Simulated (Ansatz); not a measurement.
**BGeH7InNOS: ionisation energy by level of theory**

An exercise on one series of results from a longer session: the logs are not shown, and one member is left open.

Method: unrestricted cation, the program's frozen cores in correlated methods; program: Ansatz 0.2.0, Gaussian basis.

The runs, in order: UKS PBE-D4/def2-TZVPP; UKS r2SCAN-D4/def2-TZVPP; UKS PBE0-D4/def2-TZVPP; UKS B3LYP-D4/def2-TZVPP; UKS wB97X-V/def2-TZVPP; UKS wB97M-V/def2-TZVPP; UKS B2PLYP/def2-TZVPP; UHF-CCSD(T)/def2-TZVPP; UHF-MP2/def2-QZVPP; extrapolation to the limit; then −ε(HOMO) from the neutral's earlier runs with LDA (SPW92), PBE-D4, revPBE-D4, BLYP-D4, r2SCAN-D4, B97M-V, PBE0-D4, B3LYP-D4, r2SCANh-D4, r2SCAN0-D4, HSE06-D4, BHLYP-D4, CAM-B3LYP-D4, LC-ωPBE, ωB97X-V, ωB97M-V.

## Structure used throughout

All runs share one geometry, relaxed beforehand with PBE0-D4 in a triple-zeta def2 set. In takes the def2 core potential; no spin-orbit term is included.

13 atoms, charge 0, spin multiplicity 1.

Atoms are counted from 1 here; the program's logs count them from 0.

Bond lengths: O1–B2 1.371 Å, O1–H7 0.961 Å, B2–N3 1.409 Å, B2–H8 1.207 Å, N3–In4 2.140 Å, N3–Ge5 1.808 Å, In4–H9 1.715 Å, In4–H10 1.714 Å, Ge5–S6 2.304 Å, Ge5–H11 1.535 Å, Ge5–H12 1.537 Å, S6–H13 1.345 Å. Angles: B2–O1–H7 114.1°, O1–B2–N3 124.5°, O1–B2–H8 114.4°, N3–B2–H8 121.1°, B2–N3–In4 132.5°, B2–N3–Ge5 120.5°, In4–N3–Ge5 105.0°, N3–In4–H9 112.5°, N3–In4–H10 113.1°, H9–In4–H10 131.0°, N3–Ge5–S6 97.8°, N3–Ge5–H11 116.7°, N3–Ge5–H12 116.1°, S6–Ge5–H11 109.2°, S6–Ge5–H12 101.6°, H11–Ge5–H12 112.8°, Ge5–S6–H13 93.8°.

Set-up of the first run:

Input file in.yaml:

```yaml
crystal:
  periodic: [false, false, false]
  atoms:
    - {symbol: O, position_ang: [0.853499, -1.526436, 2.225617]}
    - {symbol: B, position_ang: [0.379481, -1.534965, 0.939158]}
    - {symbol: N, position_ang: [0.348830, -0.408434, 0.092915]}
    - {symbol: In, position_ang: [0.619335, 1.682518, 0.458478]}
    - {symbol: Ge, position_ang: [-0.440425, -0.501589, -1.530614]}
    - {symbol: S, position_ang: [-1.288939, 1.639945, -1.588459]}
    - {symbol: H, position_ang: [1.161552, -0.666556, 2.523715]}
    - {symbol: H, position_ang: [-0.027930, -2.607428, 0.564747]}
    - {symbol: H, position_ang: [-0.151675, 2.201876, 1.899890]}
    - {symbol: H, position_ang: [1.924318, 2.357663, -0.425097]}
    - {symbol: H, position_ang: [-1.591239, -1.505514, -1.680890]}
    - {symbol: H, position_ang: [0.503868, -0.493142, -2.743726]}
    - {symbol: H, position_ang: [-2.290654, 1.362051, -0.735723]}
basis:
  gaussian: {orbitals: def2-TZVPP}
total_charge: 1
magnetization: {spin_polarized: true, initial_magnetization: 1}
hamiltonian: {xc: pbe, dispersion: d4}
```

Launch:

```bash
ansatz run in.yaml --threads 2 --pin off --events-out ev --progress --plain --max-ram 32768MiB --backend cuda --devices 0, --max-vram 18GiB
```

Among the steps run: Cation, UKS PBE-D4/def2-TZVPP; Cation, UKS r2SCAN-D4/def2-TZVPP; Cation, UKS PBE0-D4/def2-TZVPP; Cation, UKS B3LYP-D4/def2-TZVPP; Cation, UKS wB97X-V/def2-TZVPP; Cation, UKS wB97M-V/def2-TZVPP; Cation, UKS B2PLYP (frozen core)/def2-TZVPP; Cation, UHF-CCSD(T)/def2-TZVPP; Cation, UHF-MP2/def2-QZVPP.

One table of the session follows, with a row left open; its other results are not shown here.

It belongs to the step «Ionisation energies side by side». For comparison, −ε(HOMO) of the neutral from earlier runs:

| functional | −ε(HOMO) (eV) |
| --- | --- |
| LDA (SPW92) | ? |
| PBE-D4 | 6.11 |
| revPBE-D4 | 6.05 |
| BLYP-D4 | 5.97 |
| r2SCAN-D4 | 6.38 |
| B97M-V | 6.49 |
| PBE0-D4 | 7.38 |
| B3LYP-D4 | 7.14 |
| r2SCANh-D4 | 6.85 |
| r2SCAN0-D4 | 7.57 |
| HSE06-D4 | 6.98 |
| BHLYP-D4 | 8.54 |
| CAM-B3LYP-D4 | 8.69 |
| LC-ωPBE | 10.03 |
| ωB97X-V | 9.70 |
| ωB97M-V | 9.60 |

Q: Estimate the row for LDA (SPW92) from the others.

The run gave: −ε(HOMO) (eV): 6.26. In the column «−ε(HOMO) (eV)» it lies between PBE-D4 (6.11) and r2SCAN-D4 (6.38).
